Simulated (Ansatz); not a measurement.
The system is HfB.

```
CELL_PARAMETERS angstrom
0.00000 2.31000 2.31000
2.31000 0.00000 2.31000
2.31000 2.31000 0.00000
ATOMIC_POSITIONS crystal
Hf 0.50000 0.50000 0.50000
B 0.00000 0.00000 0.00000
```

| Property | Result |
| --- | --- |
| Program | Ansatz 0.2.0 |
| Task | relaxation of cell and atoms |
| Functional | RPBE |
| Dispersion | D4 |
| Potentials or basis | Ansatz PAW |
| Cutoff | 420 eV (not typed: the program's choice for these potentials) |
| k mesh | 10 × 10 × 10 |
| Occupations | fermi-dirac, width 0.05 eV |
| Spin | no spin polarisation |

At the start: volume 12.33 Å³/atom.

Task: How do energy, volume and symmetry change on relaxing?

Result: It ends after 7 steps and the volume is 13.77 Å³/atom (+11.7 %); space group Fm-3m (No. 225, to 0.05 Å).

The path:
```tsv
step	energy change (eV)	largest force (eV/Å)	volume (Å³)
1	0.0000	0.0000	24.65
2	-0.1750	0.0000	28.44
3	-0.1902	0.0000	27.67
4	-0.1906	0.0000	27.53
5	-0.1934	0.0000	27.53
6	-0.1934	0.0000	27.55
7	-0.1934	0.0000	27.55
```

Final structure:
```
Hf B
1.0
     0.00000    2.39710    2.39710
     2.39710    0.00000    2.39710
     2.39710    2.39710    0.00000
Hf B
1 1
Direct
  0.50000 0.50000 0.50000
  0.00000 0.00000 0.00000
```

Caveat: the plane-wave basis is chosen anew once the cell has moved, so the energies of steps on either side of that aren't comparable; the volume moved by +12 % from the deposited cell, more than functionals usually miss; pairwise dispersion overbinds metals, which lowers pressure and volume; the PAW data sets come from PBE, with cores solved anew for the run's functional, which leaves a small shift of forces and pressure.
